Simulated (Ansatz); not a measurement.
# C2H5ClFGeNO: the cost of one run

All numbers below are computed with Ansatz 0.2.0 (RHF/def2-SVP).

**1. The system as given**

Bond lengths: N1–C2 1.259 Å, C2–C3 1.470 Å, C3–F4 1.372 Å, C2–Ge5 1.926 Å, Ge5–O6 1.775 Å, Ge5–Cl7 2.165 Å, N1–H8 0.968 Å, C3–H9 1.150 Å, C3–H10 1.099 Å, Ge5–H11 1.548 Å, O6–H12 1.001 Å. Angles (14 of 17 angles, heavy atoms first): N1–C2–C3 117.6°, N1–C2–Ge5 121.8°, C3–C2–Ge5 120.6°, C2–C3–F4 113.8°, C2–Ge5–O6 110.6°, C2–Ge5–Cl7 109.0°, O6–Ge5–Cl7 109.5°, C2–N1–H8 125.2°, C2–C3–H9 111.8°, C2–C3–H10 112.6°, F4–C3–H9 102.2°, F4–C3–H10 107.6°, C2–Ge5–H11 109.7°, O6–Ge5–H11 110.7°.

Coordinates:

```xyz
12

N    -1.4132   -1.0682    0.0686
C    -0.3423   -0.4181    0.1934
C     0.8117   -1.1144    0.7814
F     0.6331   -1.4691    2.0946
Ge   -0.1845    1.4039   -0.4103
O    -0.5482    1.5222   -2.1432
Cl   -1.5695    2.6379    0.7065
H    -1.5457   -1.9853    0.3482
H     1.7379   -0.4352    0.8366
H     1.0834   -2.0233    0.2265
H     1.2411    1.9308   -0.1143
H     0.1734    0.9636   -2.5541
```

**2. End point A**

The input, input.yaml:

```yaml
crystal:
  periodic: [false, false, false]
  atoms:
    - { symbol: "N", position_ang: [-1.4132, -1.0682, 0.0686] }
    - { symbol: C, position_ang: [-0.3423, -0.4181, 0.1934] }
    - { symbol: C, position_ang: [0.8117, -1.1144, 0.7814] }
    - { symbol: F, position_ang: [0.6331, -1.4691, 2.0946] }
    - { symbol: Ge, position_ang: [-0.1845, 1.4039, -0.4103] }
    - { symbol: O, position_ang: [-0.5482, 1.5222, -2.1432] }
    - { symbol: Cl, position_ang: [-1.5695, 2.6379, 0.7065] }
    - { symbol: H, position_ang: [-1.5457, -1.9853, 0.3482] }
    - { symbol: H, position_ang: [1.7379, -0.4352, 0.8366] }
    - { symbol: H, position_ang: [1.0834, -2.0233, 0.2265] }
    - { symbol: H, position_ang: [1.2411, 1.9308, -0.1143] }
    - { symbol: H, position_ang: [0.1734, 0.9636, -2.5541] }
basis:
  gaussian: { orbitals: def2-SVP }
hamiltonian:
  xc: hf
relax:
  f_tol: 0.015
  max_steps: 40
```

Launch:

```sh
$ ansatz run input.yaml --threads 2 --pin off --max-ram 3072MiB --backend cpu --events-out ev --progress --plain --runs-dir out
```

**Question.** How long does this run take on 2 threads of AMD EPYC 7B13 (Zen 3), shared host, and how much memory does it need?

About 94 s, with a peak of 0.47 GiB.
